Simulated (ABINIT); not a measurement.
# MnS (Fm-3m) in ABINIT: notebook

Runs on MnS. Level: LDA. Tasks: relaxation of cell and atoms, single point.

Program: ABINIT 10.8.3 (patched build). These are calculated values, not measurements. Logs are shortened: lines on timing, memory, paths and dates and some standing lists are left out, and cuts for length are marked. The log counts tension as positive stress, the text compression.

### Step 1. The structure

Symmetry: Fm-3m, No. 225, cubic system. Conventional cell: a = 5.209 Å, b = 5.209 Å, c = 5.209 Å, α = 90.00°, β = 90.00°, γ = 90.00°. Mn (site symmetry m-3m) has 6 S at 2.60 Å as nearest neighbours. S (site symmetry m-3m) is surrounded by 6 Mn at 2.60 Å.

### Step 2. Relaxation of cell and atoms, LDA, collinear spin, ferromagnetic start

run.abi reads:

```
pp_dirpath "./"
pseudos "Mn.upf, S.upf"

acell 3*1.0
rprim
     0.0000000000     4.9217916916     4.9217916916
     4.9217916916     0.0000000000     4.9217916916
     4.9217916916     4.9217916916     0.0000000000
ntypat 2
znucl 25 16
natom 2
typat 1 2
chkprim 0
chksymtnons 0
tolsym 1.0e-6
xred
            0.0            0.0            0.0
            1/2            1/2            1/2

ecut 1306.146540 eV
ecutsm 0.5

kptopt 1
ngkpt 7 7 7
nshiftk 1
shiftk 0.0 0.0 0.0

ixc 7

nband 16
occopt 3
tsmear 0.05 eV

nsppol 2
spinat
     0.0000000000     0.0000000000     4.0000000000
     0.0000000000     0.0000000000     0.0000000000

nstep 80
tolvrs 1.0e-12

iomode 3
prteig 0
prtebands 0
prtwf 0
prtden 0

ionmov 2
optcell 2
ntime 50
tolmxf 2.0e-5
dilatmx 1.08
```

Potentials or basis: PseudoDojo NC SR LDA v0.4.1 standard.

Launch:

```console
mpirun --bind-to none -np 4 abinit run.abi > log 2>&1
```

run.abo:

```text
.Version 10.8.3 of ABINIT
 Symmetries : space group Fm -3 m (#225); Bravais cF (face-center cubic)
================================================================================
 Values of the parameters that define the memory need of the present run
     intxc =       0    ionmov =       2      iscf =       7    lmnmax =       6
     lnmax =       6     mgfft =      48  mpssoang =       3    mqgrid =    3001
     natom =       2  nloc_mem =       1    nspden =       2   nspinor =       1
    nsppol =       2      nsym =      48    n1xccc =    2501    ntypat =       2
    occopt =       3   xclevel =       1
       mpw =        4797          nfft =      110592          nkpt =          20
================================================================================
================================================================================

--------------------------------------------------------------------------------
------------- Echo of variables that govern the present computation ------------
--------------------------------------------------------------------------------
 -outvars: echo values of preprocessed input variables --------
            acell      1.0000000000E+00  1.0000000000E+00  1.0000000000E+00 Bohr
              amu      5.49380500E+01  3.20660000E+01
          chkprim           0
      chksymtnons           0
          dilatmx      1.08000000E+00
             ecut      4.80000000E+01 Hartree
           ecutsm      5.00000000E-01 Hartree
           ionmov           2
              ixc           7
         kptrlatt        7    0    0      0    7    0      0    0    7
          kptrlen      4.87232519E+01
            natom           2
            nband          16
            ngfft          48      48      48
             nkpt          20
           nspden           2
           nsppol           2
            nstep          80
             nsym          48
            ntime          50
           ntypat           2
           occopt           3
          optcell           2
           prtden           0
        prtebands           0
           prteig           0
            prtwf           0
            rprim      0.0000000000E+00  4.9217916916E+00  4.9217916916E+00
                       4.9217916916E+00  0.0000000000E+00  4.9217916916E+00
                       4.9217916916E+00  4.9217916916E+00  0.0000000000E+00
          spgroup         225
           spinat      0.0000000000E+00  0.0000000000E+00  4.0000000000E+00
                       0.0000000000E+00  0.0000000000E+00  0.0000000000E+00
           tolmxf      2.00000000E-05
           tolsym      1.00000000E-06
           tolvrs      1.00000000E-12
           tsmear      1.83746611E-03 Hartree
            typat      1  2
           xangst      0.0000000000E+00  0.0000000000E+00  0.0000000000E+00
                       2.6044999982E+00  2.6044999982E+00  2.6044999982E+00
            xcart      0.0000000000E+00  0.0000000000E+00  0.0000000000E+00
                       4.9217916916E+00  4.9217916916E+00  4.9217916916E+00
             xred      0.0000000000E+00  0.0000000000E+00  0.0000000000E+00
                       5.0000000000E-01  5.0000000000E-01  5.0000000000E-01
            znucl       25.00000   16.00000

================================================================================

 chkinp: Checking input parameters for consistency.

================================================================================
== DATASET  1 ==================================================================

--- !DatasetInfo
iteration_state: {dtset: 1, }
dimensions: {natom: 2, nkpt: 20, mband: 16, nsppol: 2, nspinor: 1, nspden: 2, mpw: 4797, }
cutoff_energies: {ecut:  48.0, pawecutdg:  -1.0, }
electrons: {nelect:   2.10000000E+01, charge:   0.00000000E+00, occopt:   3.00000000E+00, tsmear:   1.83746611E-03, }
meta: {optdriver: 0, ionmov: 2, optcell: 2, iscf: 7, paral_kgb: 0, }
...

 Exchange-correlation functional for the present dataset will be:
  LDA: Perdew-Wang 92 LSD fit to Ceperley-Alder data - ixc=7
  J.P.Perdew and Y.Wang, PRB 45, 13244 (1992)

 Real(R)+Recip(G) space primitive vectors, cartesian coordinates (Bohr,Bohr^-1):
 R(1)=  0.0000000  4.9217917  4.9217917  G(1)= -0.1015890  0.1015890  0.1015890
 R(2)=  4.9217917  0.0000000  4.9217917  G(2)=  0.1015890 -0.1015890  0.1015890
 R(3)=  4.9217917  4.9217917  0.0000000  G(3)=  0.1015890  0.1015890 -0.1015890
 Unit cell volume ucvol=  2.3845129E+02 bohr^3
 Angles (23,13,12)=  6.00000000E+01  6.00000000E+01  6.00000000E+01 degrees

 getcut: wavevector=  0.0000  0.0000  0.0000  ngfft=  48  48  48
         ecut(hartree)=     55.987   => boxcut(ratio)=   2.04736
[... 16 lines left out ...]

=== [ionmov= 2] Broyden-Fletcher-Goldfarb-Shanno method (forces)
================================================================================

--- Iteration: ( 1/50) Internal Cycle: (1/1)
--------------------------------------------------------------------------------

---SELF-CONSISTENT-FIELD CONVERGENCE--------------------------------------------
[... 527 lines left out ...]
  0.00000000000000E+00  4.50829390229742E+00  4.50829390229742E+00
  4.50829390229742E+00  0.00000000000000E+00  4.50829390229742E+00
  4.50829390229742E+00  4.50829390229742E+00  0.00000000000000E+00
 Unitary Cell Volume (ucvol) [Bohr^3]=  1.83259567568205E+02
 Angles (23,13,12)= [degrees]
  6.00000000000000E+01  6.00000000000000E+01  6.00000000000000E+01
 Lengths [Bohr]
  6.37569037979293E+00  6.37569037979293E+00  6.37569037979293E+00
 Stress tensor in cartesian coordinates (strten) [Ha/bohr^3]
 -1.92044410003700E-05  0.00000000000000E+00  0.00000000000000E+00
  0.00000000000000E+00 -1.92044410003579E-05  0.00000000000000E+00
  0.00000000000000E+00  0.00000000000000E+00 -1.92044410003752E-05
 Total energy (etotal) [Ha]= -1.19889101870949E+02

 Difference of energy with previous step (new-old):
           Absolute (Ha)= 5.20414E-06
           Relative     = 4.34079E-08

--- Iteration: ( 6/50) Internal Cycle: (1/1)
--------------------------------------------------------------------------------

---SELF-CONSISTENT-FIELD CONVERGENCE--------------------------------------------
[... 97 lines left out ...]
 Difference of energy with previous step (new-old):
           Absolute (Ha)=-7.23124E-06
           Relative     =-6.03161E-08

 At Broyd/MD step   6, gradients are converged :
  max grad (force/stress) = 1.6544E-05 < tolmxf= 2.0000E-05 ha/bohr (free atoms)

================================================================================

 ----iterations are completed or convergence reached----

 Mean square residual over all n,k,spin=   73.208E-15; max=  16.877E-12
 reduced coordinates (array xred) for    2 atoms
       0.000000000000      0.000000000000      0.000000000000
       0.500000000000      0.500000000000      0.500000000000
 rms dE/dt=  0.0000E+00; max dE/dt=  0.0000E+00; dE/dt below (all hartree)
    1       0.000000000000      0.000000000000      0.000000000000
    2       0.000000000000      0.000000000000      0.000000000000

 cartesian coordinates (angstrom) at end:
    1      0.00000000000000     0.00000000000000     0.00000000000000
    2      2.38901083909589     2.38901083909589     2.38901083909589

 cartesian forces (hartree/bohr) at end:
    1     -0.00000000000000    -0.00000000000000    -0.00000000000000
    2     -0.00000000000000    -0.00000000000000    -0.00000000000000
 frms,max,avg= 0.0000000E+00 0.0000000E+00   0.000E+00  0.000E+00  0.000E+00 h/b

 cartesian forces (eV/Angstrom) at end:
    1     -0.00000000000000    -0.00000000000000    -0.00000000000000
    2     -0.00000000000000    -0.00000000000000    -0.00000000000000
 frms,max,avg= 0.0000000E+00 0.0000000E+00   0.000E+00  0.000E+00  0.000E+00 e/A
 length scales=  6.384574887177  6.384574887177  6.384574887177 bohr
              =  3.378571529306  3.378571529306  3.378571529306 angstroms
 Fermi (or HOMO) energy (hartree) =   0.38528   Average Vxc (hartree)=  -0.46040
 Magnetization (Bohr magneton)=  3.42152664E+00
 Total spin up =  1.22107633E+01   Total spin down =  8.78923668E+00
 Eigenvalues (hartree) for nkpt=  20  k points, SPIN UP:
 kpt#   1, nband= 16, wtk=  0.00292, kpt=  0.0000  0.0000  0.0000 (reduced coord)
  -2.56553   -1.43421   -1.43421   -1.43421   -0.21678    0.26833    0.26833    0.26833
   0.27296    0.27296    0.31058    0.31058    0.31058    0.53781    0.72864    0.72864
      occupation numbers for kpt#   1
   1.00000    1.00000    1.00000    1.00000    1.00000    1.00000    1.00000    1.00000
   1.00000    1.00000    1.00000    1.00000    1.00000    0.00000    0.00000    0.00000
 prteigrs : prtvol=0 or 1, do not print more k-points.

 Eigenvalues (hartree) for nkpt=  20  k points, SPIN DOWN:
 kpt#   1, nband= 16, wtk=  0.00292, kpt=  0.0000  0.0000  0.0000 (reduced coord)
  -2.45347   -1.31798   -1.31798   -1.31798   -0.20728    0.31803    0.31803    0.31803
   0.35829    0.35829    0.35829    0.36243    0.36243    0.55714    0.76621    0.76621
      occupation numbers for kpt#   1
   1.00000    1.00000    1.00000    1.00000    1.00000    1.00000    1.00000    1.00000
   1.00000    1.00000    1.00000    1.00000    1.00000    0.00000    0.00000    0.00000
 prteigrs : prtvol=0 or 1, do not print more k-points.

--- !EnergyTerms
iteration_state     : {dtset: 1, itime: 6, icycle: 1, }
comment             : Components of total free energy in Hartree
kinetic             :  5.25542264859828E+01
hartree             :  3.26313694121823E+01
xc                  : -2.14065101233826E+01
Ewald energy        : -7.71279993746016E+01
psp_core            :  2.85088850210686E+00
local_psp           : -1.03165313231866E+02
non_local_psp       : -6.22530693733241E+00
internal            : -1.19888645266910E+02
'-kT*entropy'       : -4.63835279424810E-04
total_energy        : -1.19889109102190E+02
total_energy_eV     : -3.26234885446625E+03
band_energy         : -1.08757879436969E+01
...

 Cartesian components of stress tensor (hartree/bohr^3)
  sigma(1 1)=  1.65436340E-07  sigma(3 2)=  0.00000000E+00
  sigma(2 2)=  1.65436340E-07  sigma(3 1)=  0.00000000E+00
  sigma(3 3)=  1.65436340E-07  sigma(2 1)=  0.00000000E+00

-Cartesian components of stress tensor (GPa)         [Pressure= -4.8673E-03 GPa]
- sigma(1 1)=  4.86730517E-03  sigma(3 2)=  0.00000000E+00
- sigma(2 2)=  4.86730517E-03  sigma(3 1)=  0.00000000E+00
- sigma(3 3)=  4.86730517E-03  sigma(2 1)=  0.00000000E+00

== END DATASET(S) ==============================================================
================================================================================

 -outvars: echo values of variables after computation  --------
            acell      6.3845748872E+00  6.3845748872E+00  6.3845748872E+00 Bohr
           etotal     -1.1988910910E+02
            fcart     -0.0000000000E+00 -0.0000000000E+00 -0.0000000000E+00
                      -0.0000000000E+00 -0.0000000000E+00 -0.0000000000E+00
            rprim      0.0000000000E+00  7.0710678119E-01  7.0710678119E-01
                       7.0710678119E-01  0.0000000000E+00  7.0710678119E-01
                       7.0710678119E-01  7.0710678119E-01  0.0000000000E+00
           strten      1.6543634002E-07  1.6543634002E-07  1.6543634002E-07
                       0.0000000000E+00  0.0000000000E+00  0.0000000000E+00
           xangst      0.0000000000E+00  0.0000000000E+00  0.0000000000E+00
                       2.3890108391E+00  2.3890108391E+00  2.3890108391E+00
             xred      0.0000000000E+00  0.0000000000E+00  0.0000000000E+00
                       5.0000000000E-01  5.0000000000E-01  5.0000000000E-01
 Calculation completed.
```

Wall time 3.9 min (4 MPI ranks of Arm Neoverse V1, shared host); peak memory 0.48 GiB.

Results:

```
Free energy                            : -3262.3489 eV
Relaxed volume                         : 13.63 Å³/atom
Relaxed cell                           : a = 3.379 Å, b = 3.379 Å, c = 3.379 Å, α = 60.00°, β = 60.00°, γ = 60.00°
Space group after relaxing (to 0.05 Å) : Fm-3m (No. 225)
Energy gained by relaxing              : 156.6 meV/atom
Ionic steps                            : 6
Pressure after relaxing                : 0.0 GPa
Band gap on the k mesh                 : none (metal or under the smearing width)
Net moment                             : 3.42 μB per cell
Site moments                           : Mn +3.05; S +0.06 μB
```

The path:
| step | energy change (eV) | largest force (eV/Å) | pressure (GPa) | volume (Å³) |
| --- | --- | --- | --- | --- |
| 1 | 0.0000 | 0.0000 | -11.26 | 35.33 |
| 2 | -0.0789 | 0.0000 | -9.70 | 34.13 |
| 3 | -0.2979 | 0.0000 | -2.25 | 28.57 |
| 4 | -0.3131 | 0.0000 | -0.29 | 27.33 |
| 5 | -0.3130 | 0.0000 | 0.56 | 27.16 |
| 6 | -0.3132 | 0.0000 | 0.00 | 27.27 |

Final structure:
```xyz
2
Lattice="0.0000 2.3890 2.3890 2.3890 0.0000 2.3890 2.3890 2.3890 0.0000" Properties=species:S:1:pos:R:3 pbc="T T T"
Mn    0.0000    0.0000    0.0000
S     2.3890    2.3890    2.3890
```

Caveat: the volume moved by over 15 % at a fixed basis, so the end points are rough; the volume moved by -23 % from the deposited cell, more than functionals usually miss; a cell with one magnetic atom can't hold antiferromagnetic order, which such compounds often take; semilocal functionals often make such compounds metallic where correlation or magnetic order opens a gap, which also shifts bond lengths. With open d or f shells a metallic result of LDA can be an artefact of self-interaction; +U or a hybrid may open a gap.

[end of part 1 of 2]
